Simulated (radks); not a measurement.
**Sm⁺ in [Xe] 4f6 6s1: an all-electron calculation**

One table from this session's results is given with a row withheld; the runs are named, their logs left out.

Program: radks (a radial shooting solver on a logarithmic mesh, Libxc functionals) version 1. Level of theory: scalar-relativistic Kohn-Sham, PBEsol, spin-unpolarised, spherical densities, finite nucleus. These are calculated values, not measurements, unless marked.

## The atom as given

```
element            : samarium (Z = 62)
charge             : +1
electrons          : 61
configuration      : [Xe] 4f6 6s1
nuclear rms radius : 5.0819 fm
```

Outer shells as boxes (Hund's rule):

Sm⁺
```
[Xe] core
4f [↑ ][↑ ][↑ ][↑ ][↑ ][↑ ][  ]
6s [↑ ]
```

The first run:

Input:

```text
Z 62
configuration [Xe] 4f6 6s1 5d0 6p0
relativity scalar-relativistic
functional pbe_sol,pbe_sol
spin unpolarised
nucleus finite rms 5.0819 fm
c 137.035999084
```

Among the steps run: Self-consistent calculation.

One table of the session follows, with a row left open; its other results are not shown here.

It belongs to the step «Orbitals and density». From the orbitals of this run (lengths in bohr):

```
level      <r>  outermost maximum (interpolated)  90 % within  nodes
   1s  0.02275                            0.0145       0.0411      0
   2s  0.09704                            0.0822        0.150      1
   2p  0.08549                            0.0664        0.139      0
   3s   0.2551                             0.234        0.374      2
   3p   0.2534                             0.229        0.379      1
   3d   0.2310                             0.188        0.360      0
   4s   0.5793                             0.539        0.832      3
   4p   0.6134                             0.563        0.892      2
   4d   0.6710                             0.587         1.01      1
   5s        ?                                 ?            ?      ?
   5p    1.656                              1.43         2.43      3
   4f    1.006                             0.614         1.78      0
   6s    3.897                              3.43         5.65      5
   5d    2.821                              2.10         4.49      2
   6p    4.970                              4.36         7.23      4
```

Q: Estimate the row for 5s from the others.

As computed: <r>: 1.409; outermost maximum (interpolated): 1.26; 90 % within: 2.03; nodes: 4. In the column «<r>» it lies between 4f (1.006) and 5p (1.656).

Caveats from the session: Spin polarisation and multiplet splitting are left out.
